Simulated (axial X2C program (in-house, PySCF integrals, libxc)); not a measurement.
# CoP: from the state search to constants, part 1 of 2

What are the state, bond length, wavenumber and bond energy of CoP, and what does spin–orbit coupling change?

Method: all-electron X2C, Co dyall-cv3z, P dyall-v3z; program: an in-house X2C program for linear molecules on PySCF integrals.

All values are calculated.

### 1 The job

File task.json:

```json
{
 "zs": [
  27,
  15
 ],
 "q": 0,
 "bas": [
  "dyall-cv3z",
  "dyall-v3z"
 ],
 "levels": [
  "PBE0",
  "HF",
  "B97-3"
 ],
 "cc": true,
 "r0": 2.05,
 "thr": -2.0,
 "nmax": 90,
 "npts": 10,
 "nst": 2,
 "ntry": 6
}
```

Keys: zs atomic numbers; q charge; bas basis sets; levels methods (HF also brings MP2); cc coupled cluster on or off; r0 starting distance in Å; thr threshold in hartree for freezing inner shells (an s shell follows its p shell); nmax most natural virtual spinors; npts points asked for on the curve; nst determinants followed; ntry starts of the search.

The run is started by

```console
> python so2c.py task.json out
```

Spin-free means the one-electron spin-free X2C Hamiltonian; two-component (2c) means X2C with spin–orbit coupling and atomic mean-field two-electron Coulomb and Gaunt terms. Basis: Co dyall-cv3z contracted to [9s10p6d3f2g], P dyall-v3z contracted to [8s7p2d1f]; Gaussian nuclei, density fitting. Masses: Co 58.933 u, P 30.974 u.

Notation: σ, π±, δ± give the projection m of an orbital's angular momentum (0, ±1, ±2), α and β its spin, Λ and M_S the sums; ω is the projection of a spinor's total angular momentum and Ω the sum. Logs are in hartree.

The results follow Hamiltonian by Hamiltonian and level by level.

### 2 Search for the lowest determinant

Determinants are compared with PBE0 at 2.050 Å.

Spin-free determinants:

```tsv
ΔE (eV)	state	open shells
0.00	M_S = 2, Λ = 2	beyond closed shells: σα, π+α, π-α, δ+α, δ+β, δ-α
0.37	M_S = 1, Λ = 1	beyond closed shells: π-α, δ+α, δ+β, δ-α
0.37	M_S = 1, Λ = 3	beyond closed shells: π+α, δ+α, δ+β, δ-α
0.52	M_S = 2, Λ = 3	beyond closed shells: 2 × π+α, π+β, 2 × π-α, δ+α, δ+β, δ-α
1.88	M_S = 2, Λ = 1	beyond closed shells: 2 × σα, π-α, δ+α, δ+β, δ-α
1.88	M_S = 2, Λ = 3	beyond closed shells: 2 × σα, π+α, δ+α, δ+β, δ-α
2.19	M_S = 2, Λ = 3	beyond closed shells: 2 × σα, π+α, π+β, π-α, δ+α, δ+β, δ-α
```

Two-component determinants:

```csv
ΔE (eV),state,open shells
0.00,Ω = 4,"excess of +ω over −ω: ω = 3/2, ω = 5/2"
0.35,Ω = 2,"excess of +ω over −ω: ω = -1/2, ω = 5/2"
0.47,Ω = 2,"excess of +ω over −ω: ω = 1/2, ω = 3/2"
0.48,Ω = 1,"excess of +ω over −ω: ω = -3/2, ω = 5/2"
0.50,Ω = 5,"excess of +ω over −ω: ω = -1/2, 2 × ω = 3/2, ω = 5/2"
0.66,Ω = 1,excess of +ω over −ω: 2 × ω = 1/2
0.69,Ω = 3,"excess of +ω over −ω: 2 × ω = -1/2, ω = 3/2, ω = 5/2"
```

### 3 PBE0, spin-free

State followed: M_S = 2, Λ = 2 (beyond closed shells: σα, π+α, π-α, δ+α, δ+β, δ-α). The scan is laid around 2.101 Å, a first estimate of the minimum, and this SCF restarts from the orbitals of the search.

The SCF at the reference distance of 2.101 Å:

```text
spin-free X2C-1e  PBE0
basis functions 154  fitting functions 890  grid points 5078
iter        total energy     max residual
   1      -1734.307989273     1.48e+00
   2      -1735.081382286     3.84e-02
   3      -1734.997218458     1.58e-01
   4      -1735.084410742     1.60e-02
   5      -1735.087857676     5.01e-03
   6      -1735.088036972     1.01e-03
   7      -1735.088045262     2.81e-04
   8      -1735.088047369     1.17e-04
   9      -1735.088047529     1.35e-05
  10      -1735.088047538     2.62e-05
  11      -1735.088047544     7.91e-06
  12      -1735.088047545     9.21e-07
converged
one-electron -2607.01267170  Coulomb 852.89736877  exact exchange -20.30596335  xc functional -62.67381146  nuclear repulsion 102.00703019
```

Along the bond, energies from the lowest point:

| R (Å) | E (eV) | μ (D) | HOMO (eV) | LUMO (eV) | iterations |
| --- | --- | --- | --- | --- | --- |
| 1.828 | 0.6470 | -3.46 | -5.96 | -2.90 | 16 |
| 1.912 | 0.2686 | -3.65 | -5.99 | -2.66 | 13 |
| 1.975 | 0.1055 | -3.75 | -6.01 | -2.54 | 12 |
| 2.038 | 0.0219 | -3.83 | -6.02 | -2.45 | 12 |
| 2.101 | 0.0000 | -3.88 | -6.05 | -2.50 | 12 |
| 2.175 | 0.0327 | -3.92 | -6.07 | -2.54 | 13 |
| 2.248 | 0.1108 | -3.94 | -6.10 | -2.58 | 12 |
| 2.343 | 0.2554 | -3.95 | -6.02 | -2.63 | 13 |
| 2.458 | 0.4723 | -3.93 | -5.83 | -2.69 | 13 |
| 2.626 | 0.8197 | -3.91 | -5.64 | -2.79 | 13 |

Dipoles are positive if P is the positive end.

Outer orbitals at the reference distance:

```tsv
symmetry	occupied	ε (eV)	atomic character
σα	yes	-15.67	71% P s, 11% Co p, 9% Co s
σβ	yes	-14.02	70% P s, 11% Co p, 10% Co s
σα	yes	-9.59	86% Co d, 8% P p, 4% P s
π+α	yes	-9.03	89% Co d, 10% P p
π-α	yes	-9.03	89% Co d, 10% P p
δ-α	yes	-8.89	100% Co d
δ+α	yes	-8.89	100% Co d
π+β	yes	-6.97	87% Co d, 10% P p
σβ	yes	-6.81	68% P p, 14% Co s, 9% Co d
σα	yes	-6.78	53% P p, 38% Co s, 4% Co d
π-β	yes	-6.71	85% Co d, 13% P p
δ+β	yes	-6.53	100% Co d
π+α	yes	-6.05	76% P p, 13% Co d, 11% Co p
π-α	yes	-6.05	76% P p, 13% Co d, 11% Co p
σα	no	-2.50	39% Co p, 34% Co s, 22% P p
σβ	no	-2.40	57% Co s, 19% Co d, 18% Co p
π+β	no	-2.36	66% P p, 22% Co p, 13% Co d
π-β	no	-2.31	64% P p, 21% Co p, 15% Co d
```

PBE0 fields in the half plane through the axis: z from -2.4 to 4.5 Å across, distance from the axis 0.15 to 2.25 Å upwards; Co lies at z = 0 and P at z = 2.101 Å; the ELF is damped to zero where the density is low.

log10 density (e/bohr³). Ten even steps from '0' (-4.61 ) to '9' (1.37 ):
```
000111222222222222221100
001122223333333333222110
011223333333344443332211
112233444444444444433221
112334455555555555443321
122344566655555655544322
122345678765566766554322
122345789876668986554332
```

ELF. Ten even steps from ' ' (0.00 ) to '@' (0.92 ):
```
                ............::::::::..          
          ..........::::::--====++++==::..      
        ..........::::--==++****####**++--..    
      ....::::....::--==**####%%%%%%%%##++--..  
      ....::::......::++##%%%%@@@@@@@@%%##==::  
        ....::----::::==##%%**++%%@@@@@@%%**--  
          ..==######----%%++  ::  **@@@@@@##==..
            ==##**##==::##..%%**%%..@@@@@@##==..
```

Re = 2.096 Å, ωe = 401 cm⁻¹, ωexe = 1.85 cm⁻¹, Be = 0.189 cm⁻¹, De = 2.08 eV, μ = -3.88 D.

### 4 HF, spin-free

Output at 2.101 Å:

```text
spin-free X2C-1e  HF
basis functions 154  fitting functions 890  grid points 5078
iter        total energy     max residual
   1      -1733.332126128     1.32e-01
   2      -1733.371224885     1.95e-02
   3      -1733.376125826     3.25e-02
   4      -1733.381017398     6.43e-03
   5      -1733.382990054     5.42e-03
   6      -1733.383686971     2.66e-03
   7      -1733.384060776     1.72e-03
   8      -1733.384209811     9.71e-04
   9      -1733.384257733     4.69e-04
  10      -1733.384272590     2.14e-04
  11      -1733.384276353     6.88e-05
  12      -1733.384277077     4.71e-05
  13      -1733.384277298     2.14e-05
  14      -1733.384277355     1.25e-05
  15      -1733.384277364     7.91e-06
  16      -1733.384277367     2.32e-06
  17      -1733.384277367     8.91e-07
converged
one-electron -2608.81754525  Coulomb 854.92273858  exact exchange -81.49650089  xc functional 0.00000000  nuclear repulsion 102.00703019
```

No constants are quoted: the dipole of the solution doesn't run smoothly along the scan, a sign that its character may change, so the fit is set aside.

### 5 B97-3, spin-free

The SCF at the reference distance of 2.101 Å:

```text
spin-free X2C-1e  B97-3
basis functions 154  fitting functions 890  grid points 5078
iter        total energy     max residual
   1      -1735.249747268     9.52e-03
   2      -1735.250683236     4.12e-03
   3      -1735.250287469     1.22e-02
   4      -1735.250773877     2.69e-03
   5      -1735.250825177     1.15e-03
   6      -1735.250840974     3.10e-04
   7      -1735.250843681     1.09e-04
   8      -1735.250844332     3.39e-05
   9      -1735.250844393     2.93e-05
  10      -1735.250844409     5.49e-06
  11      -1735.250844410     2.97e-06
converged
one-electron -2607.05632982  Coulomb 852.94791110  exact exchange -21.87439454  xc functional -61.27506134  nuclear repulsion 102.00703019
```

Re = 2.130 Å, ωe = 378 cm⁻¹, ωexe = 1.62 cm⁻¹, Be = 0.183 cm⁻¹, De = 1.93 eV, μ = -3.92 D.

### 6 MP2 and beyond, spin-free

Correlated methods: 14 electrons correlated (frozen shells, counted by type: Co 3 s, 2 p; P 2 s, 1 p), 220 virtual spinors in MP2, 90 natural virtuals in coupled cluster.

Output of the correlated part at 2.101 Å:

```text
correlated 14  virtual 220  natural virtual 90  E(MP2) -0.461966479  MP2 remainder -0.041356180
iter   CCSD correlation   residual
   1     -0.386304682   2.26e-01
   2     -0.406027268   1.38e-01
   3     -0.412566779   5.47e-02
   4     -0.414528209   3.69e-02
   5     -0.416445921   2.38e-02
   6     -0.417423430   1.29e-02
   7     -0.417558713   6.53e-03
   8     -0.417631810   3.15e-03
   9     -0.417738732   1.70e-03
  10     -0.417705558   9.23e-04
  11     -0.417733518   4.96e-04
  12     -0.417725418   2.86e-04
  13     -0.417728365   1.65e-04
  14     -0.417727470   1.04e-04
  15     -0.417726195   6.65e-05
  16     -0.417725042   3.73e-05
  17     -0.417724101   2.34e-05
  18     -0.417723306   1.48e-05
  19     -0.417723127   8.73e-06
  20     -0.417722886   5.14e-06
  21     -0.417722912   3.14e-06
  22     -0.417722812   2.14e-06
  23     -0.417722789   1.32e-06
  24     -0.417722763   8.42e-07
  25     -0.417722741   5.85e-07
  26     -0.417722735   3.62e-07
(T) -0.023059574  T1 0.0781  D1 0.1822  max T2 0.065
```

T1 in the output is the amplitude norm over the root of the electron number; divide by √2 for the Lee–Taylor value.

MP2: No constants are quoted: the dipole of the HF reference doesn't run smoothly along the scan, a sign that its character may change, so the fit is set aside.

CCSD: No constants are quoted: the dipole of the HF reference doesn't run smoothly along the scan, a sign that its character may change, so the fit is set aside.

CCSD(T): No constants are quoted: the dipole of the HF reference doesn't run smoothly along the scan, a sign that its character may change, so the fit is set aside.

### 7 A higher determinant, spin-free

State: M_S = 1, Λ = 1 (beyond closed shells: π-α, δ+α, δ+β, δ-α).

Output at the reference distance:

```text
spin-free X2C-1e  PBE0
basis functions 154  fitting functions 890  grid points 5078
iter        total energy     max residual
   1      -1734.272704768     1.48e+00
   2      -1735.065617642     3.85e-02
   3      -1734.983623002     1.56e-01
   4      -1735.065947589     2.28e-02
   5      -1735.072135354     8.17e-03
   6      -1735.072501883     5.00e-04
   7      -1735.072505822     1.20e-03
   8      -1735.072516147     4.96e-04
   9      -1735.072518374     9.77e-05
  10      -1735.072518574     2.46e-05
  11      -1735.072518652     1.84e-05
  12      -1735.072518666     3.05e-06
  13      -1735.072518667     2.96e-06
converged
one-electron -2605.50570493  Coulomb 851.30716148  exact exchange -20.27742464  xc functional -62.60358077  nuclear repulsion 102.00703019
```

| R (Å) | E above the lowest PBE0 point (eV) |
| --- | --- |
| 1.828 | 0.776 |
| 1.912 | 0.487 |
| 1.975 | 0.393 |
| 2.038 | 0.378 |
| 2.101 | 0.423 |
| 2.175 | 0.531 |
| 2.248 | 0.683 |
| 2.343 | 0.917 |
| 2.458 | 1.234 |

Re = 2.020 Å, ωe = 467 cm⁻¹, ωexe = 1.66 cm⁻¹, Be = 0.2035 cm⁻¹, μ = -3.45 D. ⟨S²⟩ = 2.48 against 2.00 for a pure state, so this determinant mixes spins. Te = 0.38 eV. As a difference of two determinants it need not be a gap between pure terms.

### 8 The spin-free curves together

Energy (eV) of the followed determinant, spin-free, from each level's lowest point:

| R (Å) | PBE0 | HF (dipole not smooth) | MP2 (HF's dipole not smooth) | CCSD (HF's dipole not smooth) | CCSD(T) (HF's dipole not smooth) | B97-3 |
| --- | --- | --- | --- | --- | --- | --- |
| 1.828 | 0.647 | 1.314 | 2.099 | n/a | n/a | 0.764 |
| 1.912 | 0.269 | 1.032 | 0.177 | 0.250 | 0.196 | 0.347 |
| 1.975 | 0.106 | 0.688 | 0.057 | 0.099 | 0.057 | 0.157 |
| 2.038 | 0.022 | 0.433 | 0.004 | 0.022 | 0.000 | 0.047 |
| 2.101 | 0.000 | 0.249 | 0.000 | 0.000 | 0.003 | 0.000 |
| 2.175 | 0.033 | 0.109 | 0.040 | 0.024 | 0.058 | 0.005 |
| 2.248 | 0.111 | 0.030 | 0.115 | 0.085 | 0.150 | 0.058 |
| 2.343 | 0.255 | 0.000 | 0.247 | 0.202 | 0.301 | 0.175 |
| 2.458 | 0.472 | 0.042 | 0.444 | n/a | n/a | 0.363 |
| 2.626 | 0.820 | 0.203 | 0.762 | n/a | n/a | 0.678 |

(Continued in part 2 of 2.)
